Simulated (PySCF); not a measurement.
# The bond of InB−, level by level

An exercise on one series of results from a longer session: the logs are not shown, and one member is left open.

Computed with PySCF 2.14.0. Level: In def2-SVPD with ECP28, B def2-SVPD, scalar-relativistic core potentials.

4 further runs of the same task are left out: 4 set aside as unsound or not needed.

Set-up of the first run:

The job is set up so:

```json
{
 "atoms": "In, B",
 "charge": "-1",
 "basis": "In def2-SVPD with ECP28, B def2-SVPD",
 "Hamiltonian": "scalar-relativistic core potentials",
 "basis functions": "52",
 "electrons treated": "27",
 "masses in u": "114.9039, 11.0093",
 "levels": "PBE0, PBE, r²SCAN, MN15, TPSS, r²SCAN0, CAM-B3LYP, MP2, CCSD, CCSD(T)",
 "grid": "80 radial by 434 angular points",
 "occupations": "held fixed by the projection of orbital angular momentum",
 "dissociation limit": "In− + B, each in its ground configuration",
 "starting distance in angstrom": "2.305",
 "values of 2S to try": "1, 3"
}
```

Launch:

```sh
OMP_NUM_THREADS=1 python dia.py task.json out
```

Steps of the session up to this table: Input; PBE0 along the bond; PBE (GGA); r²SCAN; MN15; TPSS; r²SCAN0 (hybrid meta-GGA); CAM-B3LYP (range-separated hybrid); Adding correlation.

One table of the session follows, with a row left open; its other results are not shown here.

Energy (eV) from each level's lowest point:

```
R (Å)  UHF-MP2  UHF-CCSD  UHF-CCSD(T)    PBE   TPSS
1.941    0.704       n/a          n/a  0.670  0.669
2.031    0.326     0.329        0.345  0.312  0.310
2.122    0.111     0.112        0.122  0.108  0.107
2.189    0.030     0.030        0.035  0.030  0.029
2.257    0.000     0.000        0.000  0.000  0.000
2.325    0.010     0.011        0.005  0.007  0.008
2.415    0.071     0.071        0.058  0.059  0.061
2.528        ?         ?            ?      ?      ?
2.663    0.414     0.390        0.358  0.339  0.348
2.844    0.768       n/a          n/a  0.591  0.607
```

**Question.** Estimate the row for R (Å) = 2.528.

Worked estimate for «UHF-MP2». A straight line through the neighbours (2.415, 0.071) and (2.663, 0.414) gives 0.071 + (0.414 − 0.071) × (2.528 − 2.415) / (2.663 − 2.415) = 0.227; a parabola fitted to 4 rows on both sides gives 0.206.

As computed: UHF-MP2: 0.202; UHF-CCSD: 0.197; UHF-CCSD(T): 0.175; PBE: 0.169; TPSS: 0.174. In «UHF-MP2» the line misses by +0.025 and the parabola by +0.004.
